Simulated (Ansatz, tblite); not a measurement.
# B12N12 zinc blende off sphere (B₁₂N₁₂H₃₂): one state, many levels

How do method and basis change the picture of B12N12 zinc blende off sphere (B₁₂N₁₂H₃₂) (singlet)?

The runs use Ansatz 0.2.0, Gaussian basis; as each input shows.

Plan: GFN1-xTB, GFN2-xTB, PBE-D4/def2-TZVP, r2SCAN-D4/def2-TZVP, PBE-D4/def2-SVP, PBE0-D4/def2-SVP.

1 further run of the same task is left out (set aside as unsound or not needed). Runs told in other sessions of the task aren't counted.

### 1 The structure

The singlet was relaxed beforehand with PBE-D4/def2-SVP.

56 atoms, charge 0, spin multiplicity 1.

Bond lengths: N1–B14 1.612 Å, N1–B15 1.568 Å, N1–H25 1.028 Å, N1–H26 1.036 Å, N2–B13 1.596 Å, N2–B17 1.608 Å, N2–H27 1.028 Å, N2–H28 1.029 Å, N3–B16 1.613 Å, N3–B18 1.596 Å, N3–H29 1.030 Å, N3–H30 1.025 Å, N4–B14 1.562 Å, N4–B19 1.592 Å, N4–B20 1.562 Å, N4–H31 1.028 Å, N5–B16 1.567 Å, N5–B19 1.595 Å and more. Angles: B14–N1–B15 114.2°, B14–N1–H25 110.5°, B14–N1–H26 104.3°, B15–N1–H25 112.4°, B15–N1–H26 109.0°, H25–N1–H26 105.9°, B13–N2–B17 117.4°, B13–N2–H27 105.8°, B13–N2–H28 112.4°, B17–N2–H27 104.7°, B17–N2–H28 112.4°, H27–N2–H28 102.4°, B16–N3–B18 114.0°, B16–N3–H29 108.3°, B16–N3–H30 110.3°, B18–N3–H29 110.0°, B18–N3–H30 111.1°, H29–N3–H30 102.5° and more.

PBE0-D4/def2-TZVP was run before; its log isn't repeated, and its numbers join the tables.

### 2 GFN1-xTB

Tight binding, by tblite at 300 K electronic temperature and without a spin-polarisation term:

```python
tblite.interface.Calculator('GFN1-xTB', numbers, positions, charge=0, uhf=0).singlepoint()
```

Energy -1989.6996 eV, HOMO -10.17 eV, LUMO -3.44 eV; 0.12 s.

### 3 GFN2-xTB

Tight binding, by tblite at 300 K electronic temperature and without a spin-polarisation term:

```python
tblite.interface.Calculator('GFN2-xTB', numbers, positions, charge=0, uhf=0).singlepoint()
```

Energy -1821.7151 eV, HOMO -9.23 eV, LUMO -0.68 eV; 0.097 s.

### 4 PBE-D4/def2-TZVP

start.molden holds the orbitals of an earlier run on this state, given as this run's starting guess.

File in.yaml:

```yaml
crystal:
  periodic: [false, false, false]
  atoms:
    - {symbol: N, position_ang: [-2.838483, 1.054746, -0.358556]}
    - {symbol: N, position_ang: [-1.241481, -2.472093, 1.592832]}
    - {symbol: N, position_ang: [0.814994, -2.550432, -0.486029]}
    - {symbol: N, position_ang: [-1.049258, 1.050729, -2.197302]}
    - {symbol: N, position_ang: [0.721352, -0.717485, -2.244375]}
    - {symbol: N, position_ang: [-1.058811, -0.786494, -0.422319]}
    - {symbol: N, position_ang: [-1.036319, 1.033176, 1.374156]}
    - {symbol: N, position_ang: [0.784883, -0.785646, 1.395345]}
    - {symbol: N, position_ang: [0.785682, 1.060367, -0.419939]}
    - {symbol: N, position_ang: [-1.057938, 2.837618, -0.356361]}
    - {symbol: N, position_ang: [2.552035, -0.811304, -0.483740]}
    - {symbol: N, position_ang: [2.468586, 1.242685, 1.597391]}
    - {symbol: B, position_ang: [-2.031289, -1.696378, 0.442669]}
    - {symbol: B, position_ang: [-1.964868, 0.121064, -1.339540]}
    - {symbol: B, position_ang: [-1.984508, 1.981275, 0.575209]}
    - {symbol: B, position_ang: [-0.186603, -1.663927, -1.386789]}
    - {symbol: B, position_ang: [-0.104105, -1.659475, 2.387025]}
    - {symbol: B, position_ang: [1.698061, -1.696731, 0.532750]}
    - {symbol: B, position_ang: [-0.177504, 0.181431, -3.206969]}
    - {symbol: B, position_ang: [-0.121839, 1.966420, -1.337201]}
    - {symbol: B, position_ang: [1.665536, 0.190505, -1.384337]}
    - {symbol: B, position_ang: [-0.108292, 0.107550, 0.467821]}
    - {symbol: B, position_ang: [1.656554, 0.103150, 2.389101]}
    - {symbol: B, position_ang: [1.693064, 2.033015, 0.447488]}
    - {symbol: H, position_ang: [-3.541835, 1.579641, -0.893719]}
    - {symbol: H, position_ang: [-3.369188, 0.384400, 0.226572]}
    - {symbol: H, position_ang: [-1.943992, -2.703651, 2.307190]}
    - {symbol: H, position_ang: [-0.920172, -3.400922, 1.288754]}
    - {symbol: H, position_ang: [1.426784, -3.088166, -1.116689]}
    - {symbol: H, position_ang: [0.296086, -3.286778, 0.002045]}
    - {symbol: H, position_ang: [-1.627790, 1.629334, -2.820193]}
    - {symbol: H, position_ang: [1.278828, -1.273422, -2.906697]}
    - {symbol: H, position_ang: [-1.552089, 0.398818, 2.007489]}
    - {symbol: H, position_ang: [-0.403468, 1.548786, 2.009117]}
    - {symbol: H, position_ang: [-1.583159, 3.540850, -0.891371]}
    - {symbol: H, position_ang: [-0.389117, 3.368601, 0.230249]}
    - {symbol: H, position_ang: [3.091283, -1.421635, -1.114518]}
    - {symbol: H, position_ang: [3.287175, -0.292330, 0.006080]}
    - {symbol: H, position_ang: [3.398186, 0.923133, 1.293811]}
    - {symbol: H, position_ang: [2.698390, 1.944514, 2.312986]}
    - {symbol: H, position_ang: [-2.630038, -2.499167, -0.268306]}
    - {symbol: H, position_ang: [-2.852236, -1.007816, 1.083538]}
    - {symbol: H, position_ang: [-2.742278, -0.526650, -2.031438]}
    - {symbol: H, position_ang: [-2.685828, 2.680822, 1.306029]}
    - {symbol: H, position_ang: [-0.851218, -2.419940, -2.086136]}
    - {symbol: H, position_ang: [0.588562, -2.459099, 3.013550]}
    - {symbol: H, position_ang: [-0.736585, -0.925370, 3.157765]}
    - {symbol: H, position_ang: [2.431102, -2.429760, 1.190407]}
    - {symbol: H, position_ang: [-0.909049, -0.535455, -3.890056]}
    - {symbol: H, position_ang: [0.539277, 0.914815, -3.888194]}
    - {symbol: H, position_ang: [0.525792, 2.745497, -2.027308]}
    - {symbol: H, position_ang: [2.421713, 0.856960, -2.081755]}
    - {symbol: H, position_ang: [0.920798, 0.733664, 3.159875]}
    - {symbol: H, position_ang: [2.456374, -0.589339, 3.015576]}
    - {symbol: H, position_ang: [1.002437, 2.851934, 1.088714]}
    - {symbol: H, position_ang: [2.495795, 2.633965, -0.261706]}
basis:
  gaussian: {orbitals: def2-TZVP, fitting: {mean_field: def2-universal-jkfit}, initial_orbitals: start.molden}
hamiltonian: {xc: pbe, dispersion: d4}
scf: {omitted_lower_state_checks: [starts]}
output: {orbitals: {seedname: orbitals}}
```

Launch:

```sh
> ansatz run in.yaml --threads 2 --pin off --events-out ev --progress --plain --max-ram 22528MiB --backend cuda --devices 0, --max-vram 18GiB
```

What it wrote:

```text
Functional definition: PBE
  name "PBE"
  cite "Perdew, Burke & Ernzerhof, Phys. Rev. Lett. 77, 3865 (1996) doi:10.1103/PhysRevLett.77.3865"
  parent pbe
  parameter kappa = 0.804
  parameter beta = 0.06672455060314922
  exchange = pbe_x(kappa = kappa, mu = beta*pi^2/3)
  correlation = pbe_c(beta = beta)
these checks for a lower state are left out or cut short: starts
2400 factors; integrals over basis functions are off by at most 4.0e-1 eV
mean field evaluation 1: about -26512.4972 eV, gradient 2.0e1 eV
mean field evaluation 2: about -26512.9626 eV, gradient 4.3e-1 eV
mean field evaluation 4: about -26512.9410 eV, gradient 1.9e-3 eV
mean field -26512.94102700 eV, -974.3326116254 hartree, gradient 4.5e-5 eV, S^2 0.000000; 0 other end points of the search recorded, 0 dependent functions left out
reference -26512.94111928 eV, -974.3326150165 hartree; 88, 88 occupied and 848, 848 virtual orbitals, 2400 factors
Total energy: -26515.89879385 eV, -974.4413075522 hartree
Checks for a lower state left out: starts
```

Wall time 7.5 s (1 × H100 (card shared with other runs) with 2 threads of AMD EPYC 7R13, shared host); peak host memory 1.2 GiB.

HOMO -5.72 eV, LUMO -1.06 eV.

### 5 r2SCAN-D4/def2-TZVP

in.yaml: that of step 4 with these lines changed.

```diff
@@ -61,3 +61,3 @@
   gaussian: {orbitals: def2-TZVP, fitting: {mean_field: def2-universal-jkfit}, initial_orbitals: start.molden}
-hamiltonian: {xc: pbe, dispersion: d4}
+hamiltonian: {xc: r2scan, dispersion: d4}
 scf: {omitted_lower_state_checks: [starts]}
```

The command is unchanged.

What it wrote:

```text
Functional definition: r2SCAN
  name "r2SCAN"
  cite "Furness, Kaplan, Ning, Perdew & Sun, J. Phys. Chem. Lett. 11, 8208 (2020) doi:10.1021/acs.jpclett.0c02405"
  cite "Furness, Kaplan, Ning, Perdew & Sun, J. Phys. Chem. Lett. 11, 9248 (2020) doi:10.1021/acs.jpclett.0c03077"
  parent r2scan
  parameter k0 = 0.174
  parameter k1 = 0.065
  parameter a1 = 4.9479
  exchange = r2scan_x(k0 = k0, k1 = k1, a1 = a1)
  correlation = r2scan_c
these checks for a lower state are left out or cut short: starts
2400 factors; integrals over basis functions are off by at most 4.0e-1 eV
mean field evaluation 1: about -26534.4339 eV, gradient 1.0e1 eV
mean field evaluation 2: about -26534.6019 eV, gradient 1.5e-1 eV
mean field evaluation 4: about -26534.6155 eV, gradient 5.5e-4 eV
mean field -26534.61546011 eV, -975.1291323507 hartree, gradient 4.3e-5 eV, S^2 0.000000; 0 other end points of the search recorded, 0 dependent functions left out
reference -26534.61548661 eV, -975.1291333246 hartree; 88, 88 occupied and 848, 848 virtual orbitals, 2400 factors
Total energy: -26535.52327345 eV, -975.1624938756 hartree
Checks for a lower state left out: starts
```

It took 10 s on 1 × H100 (card shared with other runs) with 2 threads of AMD EPYC 7R13, shared host; peak host memory 1.2 GiB.

Report: HOMO -5.99 eV, LUMO -0.48 eV.

### 6 PBE-D4/def2-SVP

in.yaml: that of step 5 with these lines changed.

```diff
@@ -60,4 +60,4 @@
 basis:
-  gaussian: {orbitals: def2-TZVP, fitting: {mean_field: def2-universal-jkfit}, initial_orbitals: start.molden}
-hamiltonian: {xc: r2scan, dispersion: d4}
+  gaussian: {orbitals: def2-SVP, fitting: {mean_field: def2-universal-jkfit}, initial_orbitals: start.molden}
+hamiltonian: {xc: pbe, dispersion: d4}
 scf: {omitted_lower_state_checks: [starts]}
```

Launched as before.

What it wrote:

```text
Functional definition: PBE
  name "PBE"
  cite "Perdew, Burke & Ernzerhof, Phys. Rev. Lett. 77, 3865 (1996) doi:10.1103/PhysRevLett.77.3865"
  parent pbe
  parameter kappa = 0.804
  parameter beta = 0.06672455060314922
  exchange = pbe_x(kappa = kappa, mu = beta*pi^2/3)
  correlation = pbe_c(beta = beta)
these checks for a lower state are left out or cut short: starts
2400 factors; integrals over basis functions are off by at most 2.3e-1 eV
mean field evaluation 1: about -26484.3550 eV, gradient 1.7e1 eV
mean field evaluation 2: about -26485.1179 eV, gradient 5.1e-1 eV
mean field evaluation 4: about -26485.0942 eV, gradient 1.5e-3 eV
mean field -26485.09423393 eV, -973.3092608552 hartree, gradient 1.6e-5 eV, S^2 0.000000; 0 other end points of the search recorded, 0 dependent functions left out
reference -26485.09430493 eV, -973.3092634644 hartree; 88, 88 occupied and 408, 408 virtual orbitals, 2400 factors
Total energy: -26488.05197950 eV, -973.4179560001 hartree
Checks for a lower state left out: starts
```

It took 4.9 s on 1 × H100 (card shared with other runs) with 2 threads of AMD EPYC 7R13, shared host; peak host memory 1 GiB.

HOMO -5.52 eV, LUMO -0.52 eV.

### 7 PBE0-D4/def2-SVP

in.yaml: that of step 6 with these lines changed.

```diff
@@ -61,3 +61,3 @@
   gaussian: {orbitals: def2-SVP, fitting: {mean_field: def2-universal-jkfit}, initial_orbitals: start.molden}
-hamiltonian: {xc: pbe, dispersion: d4}
+hamiltonian: {xc: pbe0, dispersion: d4}
 scf: {omitted_lower_state_checks: [starts]}
```

Same command.

What it wrote:

```text
Functional definition: PBE0
  name "PBE0"
  cite "Adamo & Barone, J. Chem. Phys. 110, 6158 (1999) doi:10.1063/1.478522"
  cite "Perdew, Burke & Ernzerhof, Phys. Rev. Lett. 77, 3865 (1996) doi:10.1103/PhysRevLett.77.3865"
  parent pbe
  parameter a = 0.25
  parameter kappa = 0.804
  parameter beta = 0.06672455060314922
  exchange = (1 - a)*pbe_x(kappa = kappa, mu = beta*pi^2/3) + a*exact_x
  correlation = pbe_c(beta = beta)
these checks for a lower state are left out or cut short: starts
2400 factors; integrals over basis functions are off by at most 2.3e-1 eV
mean field evaluation 1: about -26489.5907 eV, gradient 1.4e1 eV
mean field evaluation 2: about -26490.0365 eV, gradient 3.1e-1 eV
mean field evaluation 4: about -26490.0168 eV, gradient 6.3e-4 eV
mean field -26490.01680334 eV, -973.4901619443 hartree, gradient 2.6e-5 eV, S^2 0.000000; 0 other end points of the search recorded, 0 dependent functions left out
reference -26490.01685609 eV, -973.4901638831 hartree; 88, 88 occupied and 408, 408 virtual orbitals, 2400 factors
Total energy: -26492.60413414 eV, -973.5852445974 hartree
Checks for a lower state left out: starts
```

It took 6 s on 1 × H100 (card shared with other runs) with 2 threads of AMD EPYC 7R13, shared host; peak host memory 1 GiB.

From the report: HOMO -6.88 eV, LUMO 0.43 eV.

### 8 Comparison

```csv
level,functions,HOMO (eV),LUMO (eV),gap (eV),time
PBE-D4/def2-SVP,496,-5.52,-0.52,5.00,4.9 s
PBE-D4/def2-TZVP,936,-5.72,-1.06,4.66,7.5 s
r2SCAN-D4/def2-TZVP,936,-5.99,-0.48,5.51,10 s
PBE0-D4/def2-SVP,496,-6.88,0.43,7.31,6 s
PBE0-D4/def2-TZVP,936,-7.03,-0.22,6.80,11 s
```

### 9 Binding energy

Free atoms were run apart at each level; binding is atoms less cluster, divided by the number of atoms, without zero-point or spin-orbit terms.

```csv
level,binding an atom (eV)
PBE-D4/def2-SVP,4.317
PBE-D4/def2-TZVP,4.250
r2SCAN-D4/def2-TZVP,4.155
PBE0-D4/def2-SVP,4.255
PBE0-D4/def2-TZVP,4.186
```

### 10 Results

| quantity | value |
| --- | --- |
| gap in def2-TZVP, named functionals, smallest and largest | 4.66 eV (PBE-D4), 6.80 eV (PBE0-D4) |
| binding an atom, functionals in def2-TZVP | 4.16 (r2SCAN-D4) to 4.25 eV (PBE-D4) |
| PBE0 total energy, smallest basis above largest | 27.42 eV (def2-SVP, def2-TZVP) |

In words: Orbital gaps of the named functionals in def2-TZVP span 4.66 eV (PBE-D4) to 6.80 eV (PBE0-D4); exact exchange widens it.

The slowest run with a step of its own, r2SCAN-D4/def2-TZVP, took 10 s; the quickest functional in def2-TZVP took 7.5 s (shared host).
